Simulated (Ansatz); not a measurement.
# C₂HFSe: functionals against CCSD(T) at one geometry

How do the functionals fare away from a minimum? The structure is a structure displaced at random from a GFN2-xTB minimum.

The runs use Ansatz 0.2.0, Gaussian basis; single points in def2-TZVPP.

Correlated methods freeze the cores. Filled d shells of the heavier atoms are correlated.

## 1. The system as given

SMILES `FC#C[SeH]`, 5 atoms, charge 0, spin multiplicity 1.

Atoms are counted from 1 here; the program's logs count them from 0.

Bond lengths: F1–C2 1.270 Å, C2–C3 1.233 Å, C3–Se4 1.762 Å, Se4–H5 1.336 Å. Angles: F1–C2–C3 177.3°, C2–C3–Se4 166.5°, C3–Se4–H5 101.4°.

Coordinates:

| atom | x (Å) | y (Å) | z (Å) |
| --- | --- | --- | --- |
| F1 | 1.3877 | -1.4933 | 1.5352 |
| C2 | 0.6161 | -0.8289 | 0.7757 |
| C3 | -0.0867 | -0.1557 | 0.0191 |
| Se4 | -1.0044 | 0.5047 | -1.3327 |
| H5 | -1.1396 | 1.7810 | -0.9618 |

## 2. CCSD(T)/def2-TZVPP

File run/in.yaml:

```yaml
crystal:
  periodic: [false, false, false]
  atoms:
    - {symbol: F, position_ang: [1.387700, -1.493300, 1.535200]}
    - {symbol: C, position_ang: [0.616100, -0.828900, 0.775700]}
    - {symbol: C, position_ang: [-0.086700, -0.155700, 0.019100]}
    - {symbol: Se, position_ang: [-1.004400, 0.504700, -1.332700]}
    - {symbol: H, position_ang: [-1.139600, 1.781000, -0.961800]}
basis:
  gaussian: {orbitals: def2-TZVPP}
correlation: {method: ccsd_t}
output: {forces: true}
```

No record of the launch command was kept for these runs.

## 3. PBE0-D4/def2-TZVPP

run/in.yaml: that of step 2 with these lines changed.

```diff
@@ -10,3 +10,3 @@
   gaussian: {orbitals: def2-TZVPP}
-correlation: {method: ccsd_t}
-output: {forces: true}
+hamiltonian: {xc: pbe0, dispersion: d4}
+output: {forces: true, orbitals: {seedname: orbitals}}
```

## 4. wB97M-V/def2-TZVPP

run/in.yaml: that of step 3 with these lines changed.

```diff
@@ -10,3 +10,3 @@
   gaussian: {orbitals: def2-TZVPP}
-hamiltonian: {xc: pbe0, dispersion: d4}
-output: {forces: true, orbitals: {seedname: orbitals}}
+hamiltonian: {xc: {name: wB97M-V}}
+output: {forces: true}
```

## 5. r2SCAN-D4/def2-TZVPP

run/in.yaml: that of step 4 with these lines changed.

```diff
@@ -10,3 +10,3 @@
   gaussian: {orbitals: def2-TZVPP}
-hamiltonian: {xc: {name: wB97M-V}}
+hamiltonian: {xc: r2scan, dispersion: d4}
 output: {forces: true}
```

## 6. PBE-D4/def2-TZVPP

run/in.yaml: that of step 5 with these lines changed.

```diff
@@ -10,3 +10,3 @@
   gaussian: {orbitals: def2-TZVPP}
-hamiltonian: {xc: r2scan, dispersion: d4}
+hamiltonian: {xc: pbe, dispersion: d4}
 output: {forces: true}
```

## 7. BHLYP-D4/def2-TZVPP

run/in.yaml: that of step 6 with these lines changed.

```diff
@@ -10,3 +10,3 @@
   gaussian: {orbitals: def2-TZVPP}
-hamiltonian: {xc: pbe, dispersion: d4}
+hamiltonian: {xc: {name: BHLYP}, dispersion: d4}
 output: {forces: true}
```

## 8. HSE06-D4/def2-TZVPP

run/in.yaml: that of step 7 with these lines changed.

```diff
@@ -10,3 +10,3 @@
   gaussian: {orbitals: def2-TZVPP}
-hamiltonian: {xc: {name: BHLYP}, dispersion: d4}
+hamiltonian: {xc: hse06, dispersion: d4}
 output: {forces: true}
```

(Steps that only read results are left out.)

**Question.** What will these runs give? Wanted: energy less free atoms, CCSD(T)/def2-TZVPP; RMS force component; RMS force error; HOMO and LUMO, PBE0-D4; T1 diagnostic.

The runs gave:

| quantity | value |
| --- | --- |
| energy less free atoms, CCSD(T)/def2-TZVPP | -17.918 eV |
| RMS force component | 2.024 to 2.503 eV/Å over the methods |
| RMS force error | PBE0-D4 0.303, wB97M-V 0.454, r2SCAN-D4 0.206, PBE-D4 0.267, BHLYP-D4 0.753, HSE06-D4 0.294 eV/Å |
| HOMO and LUMO, PBE0-D4 | -6.61 and -0.04 eV |
| T1 diagnostic | 0.012 |

In words: Against CCSD(T) the functionals' energies less atoms differ by -1.829 to +0.672 eV, PBE-D4 by -1.829 eV. The reference is not at the basis limit: in triple zeta CCSD(T) underbinds, which counts against methods that bind more; the gaps are no ranking. For forces r2SCAN-D4 does best and BHLYP-D4 worst. Frozen-core CCSD(T) forces in triple zeta carry basis errors of their own, and this is one geometry, so small gaps rank nothing.
